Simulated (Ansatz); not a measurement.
This script for a rigid scan of one bond length of BrH₂Si, SMILES [SiH2]Br with the Ansatz DFT code, driven from Python holds a mistake.

The script, `scan_brh2si.py`:
```python
import ansatz as az
import numpy as np

GEOMETRY = """
Si   -0.07360   -0.28110   -0.39700
Br    1.69300   -0.32610    0.85170
H    -1.32590   -0.62480    0.40300
H    -0.23800    1.17170   -0.87800
"""

mol = az.Crystal.molecule()
for line in GEOMETRY.strip().splitlines():
    symbol, *xyz = line.split()
    mol = mol.atom(symbol, [float(v) for v in xyz])

symbols = [site.symbol for site in mol.cartesian_sites]
start = np.array([site.position_ang for site in mol.cartesian_sites])
axis = (start[1] - start[0]) / np.linalg.norm(start[1] - start[0])
moving = [1]
lengths, energies = [1.84, 1.99, 2.16, 2.38, 2.7, 3.25, 3.89, 4.76], []
for length in lengths:
    xyz = start.copy()
    xyz[moving] += (length - np.linalg.norm(start[1] - start[0])) * axis
    point = az.Crystal.molecule()
    for symbol, place in zip(symbols, xyz):
        point = point.atom(symbol, place.tolist())
    base = (
        point.calculation()
        .basis(gaussian="def2-SVP")
        .functional("pbe0", dispersion="d4")
        .spin("collinear", total=1)
    )
    r = base.run().report
    energies.append(r["energy"])
    print(f"r = {length:6.3f} A  E = {energies[-1]:.5f} eV  <S^2> = {abs(r['mean_field']['state']['spin_squared']):.3f}")

print("energy above the lowest point (eV):", [round(e - min(energies), 3) for e in energies])
```

```console
$ python scan_brh2si.py
Traceback (most recent call last):
  File "scan_brh2si.py", line 34, in <module>
    energies.append(r["energy"])
                    ~^^^^^^^^^^
KeyError: 'energy'
```

Why does it end like this?

The fault: the report has no such key (the free energy stands under free_energy_ev). The correction:

```diff
--- before
+++ after
@@ -33,3 +33,3 @@
     r = base.run().report
-    energies.append(r["energy"])
+    energies.append(r["free_energy_ev"])
     print(f"r = {length:6.3f} A  E = {energies[-1]:.5f} eV  <S^2> = {abs(r['mean_field']['state']['spin_squared']):.3f}")
```

The mended script runs so:

```console
$ python scan_brh2si.py
r =  1.840 A  E = -77931.70301 eV  <S^2> = 0.752
r =  1.990 A  E = -77933.14402 eV  <S^2> = 0.752
r =  2.160 A  E = -77933.70014 eV  <S^2> = 0.752
r =  2.380 A  E = -77933.58455 eV  <S^2> = 0.752
r =  2.700 A  E = -77932.81247 eV  <S^2> = 0.753
r =  3.250 A  E = -77931.42119 eV  <S^2> = 0.793
r =  3.890 A  E = -77930.59324 eV  <S^2> = 0.943
r =  4.760 A  E = -77930.25796 eV  <S^2> = 0.972
energy above the lowest point (eV): [1.997, 0.556, 0.0, 0.116, 0.888, 2.279, 3.107, 3.442]
```

What to keep in mind:
- Total energies depend on the basis set; only differences at equal settings carry meaning.
- The rest of the molecule is held rigid at a force-field or estimated start geometry, and the basis set is modest; single-reference methods fail as a bond breaks.
- The species is open-shell (spin multiplicity 2).
- The expectation value of S² is noticeably off S(S+1) in at least one run, so that state is spin-contaminated.
- Spin-orbit coupling of the heavy open-shell atom is left out.
- Finished in 28 s on 1 thread of Arm Neoverse V2, with other jobs on the host, peak memory 0.23 GiB.

(Lines on the test bed's own set-up are left out of the output.)
